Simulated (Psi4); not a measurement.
**InNH2Cl (SMILES [NH2][In][Cl]): UM06-2X/def2-SVP (core potential)**

What is the vertical ionisation energy of InNH2Cl at UM06-2X/def2-SVP (core potential)? 

The calculation is run with Psi4 1.11.

9 further runs of the same task are left out: 6 that didn't finish, 3 set aside as unsound or not needed.

### 1 Starting point

InNH2Cl: 5 atoms, total charge 0, spin state doublet. SMILES: `[NH2][In][Cl]`. The coordinates come from a PBE0-D4/def2-TZVP relaxation. This is one conformer, not always the lowest.

Bond lengths: N1–In2 2.072 Å, In2–Cl3 2.369 Å, N1–H4 1.015 Å, N1–H5 1.017 Å. Angles: N1–In2–Cl3 113.1°, In2–N1–H4 113.0°, In2–N1–H5 110.3°, H4–N1–H5 107.4°.

### 2 The energy at UM06-2X/def2-SVP (core potential)

clh2inn.json

```json
{
  "schema_name": "qcschema_input",
  "schema_version": 1,
  "molecule": {
    "schema_name": "qcschema_molecule",
    "schema_version": 2,
    "symbols": ["N", "In", "Cl", "H", "H"],
    "geometry": [-0.26947495, 1.52803254, -0.93333573, -0.77781127, -2.30130847, -0.28969501, 2.6295539, -4.17912932, 1.925064, -1.88915921, 2.4260304, -1.42995576, 0.40118886, 2.38710204, 0.64968784],
    "molecular_charge": 0,
    "molecular_multiplicity": 2,
    "fix_symmetry": "c1",
    "fix_com": true,
    "fix_orientation": true
  },
  "driver": "energy",
  "model": {
    "method": "m06-2x",
    "basis": "def2-SVP"
  },
  "keywords": {
    "reference": "uks",
    "puream": true,
    "e_convergence": 1e-09,
    "d_convergence": 1e-08,
    "scf_type": "pk",
    "dft_radial_points": 99,
    "dft_spherical_points": 590,
    "maxiter": 100,
    "scf_properties": ["LOWDIN_CHARGES", "QUADRUPOLE", "WIBERG_LOWDIN_INDICES"]
  }
}
```

Command:

```bash
$ psi4 --qcschema clh2inn.json -n 1 --memory 2200MB
```

stdout:

```text
[...]
    !!!  WARNING: ECP capability is in beta. Please check occupations closely.  !!!
[...]
  Running in c1 symmetry.
[...]
  Nuclear repulsion =  154.716518858565308
[...]
  Multiplicity = 2
[...]
  Nalpha       = 24
  Nbeta        = 23
[...]
    Number of basis functions: 68
[...]
   @UKS iter   1:  -705.74125312113438   -1.05923e+00   1.10100e-02 DIIS/ADIIS
[...]
   @UKS iter  15:  -706.02546917032862   -8.64020e-12   9.02927e-09 DIIS
[...]
   @S^2 Observed:                7.587814380E-01
[...]
    Orbital Energies [Eh]
    ---------------------
    Alpha Occupied:
       1A   -102.594889     2A    -14.750363     3A     -9.763225
       4A     -7.489649     5A     -7.484890     6A     -7.484737
       7A     -4.897658     8A     -3.277542     9A     -3.272923
      10A     -3.269566    11A     -0.944105    12A     -0.914040
      13A     -0.895640    14A     -0.893176    15A     -0.892692
      16A     -0.873608    17A     -0.844248    18A     -0.539889
      19A     -0.483375    20A     -0.405138    21A     -0.361718
      22A     -0.358138    23A     -0.339275    24A     -0.270903
    Alpha Virtual:
      25A     -0.027787    26A      0.042812    27A      0.046714
[...]
  @UKS Final Energy:  -706.02546917032862
   => Energetics <=
    Nuclear Repulsion Energy =            154.7165188585653084
    One-Electron Energy =               -1354.8166538807827237
    Two-Electron Energy =                 519.2802893066632350
    DFT Exchange-Correlation Energy =     -25.2056234547743330
    Empirical Dispersion Energy =           0.0000000000000000
    VV10 Nonlocal Energy =                  0.0000000000000000
    Total Energy =                       -706.0254691703286198
[...]
 Multipole Moments:
 ------------------------------------------------------------------------------------
     Multipole            Electronic (a.u.)      Nuclear  (a.u.)        Total (a.u.)
 ------------------------------------------------------------------------------------
 L = 1.  Multiply by 2.5417464519 to convert [e a0] to [Debye]
 Dipole X            :        -26.1887887           24.9940846           -1.1947040
 Dipole Y            :        104.4295906         -103.8633161            0.5662745
 Dipole Z            :        -19.5577319           19.3288748           -0.2288571
 Magnitude           :                                                    1.3417750
 L = 2.  Multiply by 1.3450342976 to convert [e a0^2] to [Debye ang]
 Quadrupole XX       :       -166.8373145          134.4904032          -32.3469113
 Quadrupole XY       :        158.1793186         -155.7353661            2.4439525
[...]
```

The result, in JSON:

```text
{
 "driver": "energy",
 "model": {
  "method": "m06-2x",
  "basis": "def2-SVP"
 },
 "success": true,
 "return_result": -706.0254691703286,
 "properties": {
  "calcinfo_nbasis": 68,
  "calcinfo_nmo": 68,
  "calcinfo_nalpha": 24,
  "calcinfo_nbeta": 23,
  "calcinfo_natom": 5,
  "nuclear_repulsion_energy": 154.7165188585653,
  "return_energy": -706.0254691703286,
  "scf_one_electron_energy": -1354.8166538807827,
  "scf_two_electron_energy": 519.2802893066632,
  "scf_xc_energy": -25.205623454774333,
  "scf_dipole_moment": [-1.1947040271268996, 0.5662744696398647, -0.22885712076963927],
  "scf_total_energy": -706.0254691703286,
  "scf_iterations": 15
 }
}
```

Wall time 66 s (1 thread of Intel Xeon at 2.50GHz (Skylake/Cascade Lake), shared host); peak memory 1.3 GiB.

### 3 The singlet cation: energy and forces at M06-2X/def2-SVP (core potential)

clh2inn.xyz

```xyz
5
ClH2InN
N     -0.142600     0.808600    -0.493900
In    -0.411600    -1.217800    -0.153300
Cl     1.391500    -2.211500     1.018700
H     -0.999700     1.283800    -0.756700
H      0.212300     1.263200     0.343800
```

run.py

```python
import psi4

psi4.set_memory(2200000000)
psi4.set_num_threads(1)
psi4.set_output_file('run.log', False)

with open('clh2inn.xyz') as f:
    atoms = ''.join(f.readlines()[2:])
geom = psi4.geometry('1 1\n' + atoms + 'symmetry c1\nno_reorient\nno_com')

psi4.set_options({
    'basis': 'def2-SVP',
    'puream': True,
    'e_convergence': 1e-09,
    'd_convergence': 1e-08,
    'scf_type': 'pk',
    'dft_radial_points': 99,
    'dft_spherical_points': 590,
})

e_tot, wfn = psi4.gradient("m06-2x", molecule=geom, return_wfn=True)
psi4.oeprop(wfn, "MAYER_INDICES", "QUADRUPOLE", "LOWDIN_CHARGES", title="M06-2X")
print('gradient / Eh bohr^-1')
print(e_tot.np.round(6))
print(f'energy = {wfn.energy():.10f} Eh')
```

Command:

```bash
$ python run.py
```

run.log, cut to the lines that bear on the results:

```text
[...]
    !!!  WARNING: ECP capability is in beta. Please check occupations closely.  !!!
[...]
  Running in c1 symmetry.
[...]
  Nuclear repulsion =  154.716518533842418
[...]
  Multiplicity = 1
[...]
  Nalpha       = 23
  Nbeta        = 23
[...]
    Number of basis functions: 68
[...]
   @RKS iter   1:  -705.40403783538636   -7.07115e-01   1.05432e-02 DIIS/ADIIS
[...]
   @RKS iter  14:  -705.71321398621717   -4.09273e-12   5.40465e-09 DIIS
[...]
  @RKS Final Energy:  -705.71321398621717
   => Energetics <=
    Nuclear Repulsion Energy =            154.7165185338424180
    One-Electron Energy =               -1343.3589440004361677
    Two-Electron Energy =                 507.9787718320126828
    DFT Exchange-Correlation Energy =     -25.0495603516360745
    Empirical Dispersion Energy =           0.0000000000000000
    VV10 Nonlocal Energy =                  0.0000000000000000
    Total Energy =                       -705.7132139862171698
[...]
  -Total Gradient:
     Atom            X                  Y                   Z
    ------   -----------------  -----------------  -----------------
       1        0.011991976253     0.018154008113     0.013709971441
       2       -0.034322814410    -0.012624680006    -0.019454744438
       3        0.018963836252     0.002089161819     0.011732892471
       4        0.004980496182    -0.008096800833     0.005646112802
       5       -0.001752088398     0.000315299114    -0.011667519893
[...]
 Multipole Moments:
 ------------------------------------------------------------------------------------
     Multipole            Electronic (a.u.)      Nuclear  (a.u.)        Total (a.u.)
 ------------------------------------------------------------------------------------
 L = 1.  Multiply by 2.5417464519 to convert [e a0] to [Debye]
 Dipole X            :        -26.6850381           24.9940847           -1.6909535
 Dipole Y            :        102.2310772         -103.8633163           -1.6322391
 Dipole Z            :        -19.7643880           19.3288747           -0.4355133
 Magnitude           :                                                    2.3902301
 L = 2.  Multiply by 1.3450342976 to convert [e a0^2] to [Debye ang]
 Quadrupole XX       :       -159.4647974          134.4904036          -24.9743938
 Quadrupole XY       :        158.7631931         -155.7353663            3.0278267
[...]
```

The script printed:

```text
gradient / Eh bohr^-1
[[ 0.011992  0.018154  0.01371 ]
 [-0.034323 -0.012625 -0.019455]
 [ 0.018964  0.002089  0.011733]
 [ 0.00498  -0.008097  0.005646]
 [-0.001752  0.000315 -0.011668]]
energy = -705.7132139862 Eh
```

Run time: 44 s. Hardware: 1 thread of Intel Xeon at 2.50GHz (Skylake/Cascade Lake), shared host; peak memory 1.3 GiB.

### 4 Outcome

Level: UM06-2X/def2-SVP (core potential).

| quantity | value |
| --- | --- |
| doublet InNH2Cl: total energy | -706.02547 Eh |
| doublet InNH2Cl: dipole moment | 3.41 D |
| doublet InNH2Cl: HOMO energy (highest over α and β) | -7.37 eV |
| doublet InNH2Cl: LUMO energy (lowest over α and β) | -3.10 eV |
| doublet InNH2Cl: ⟨S²⟩ | 0.759 |
| singlet cation: total energy | -705.71321 Eh |
| singlet cation: HOMO energy | -14.90 eV |
| singlet cation: LUMO energy | -9.86 eV |
| singlet cation: HOMO–LUMO gap | 5.04 eV |
| singlet cation: largest force on an atom | 2.130 eV/Å |
| vertical ionisation energy (to the singlet cation) | 8.497 eV |

What this shows: The vertical ionisation energy comes to 8.50 eV (196 kcal/mol). Only the singlet of the ionised species was computed; a triplet could lie lower.
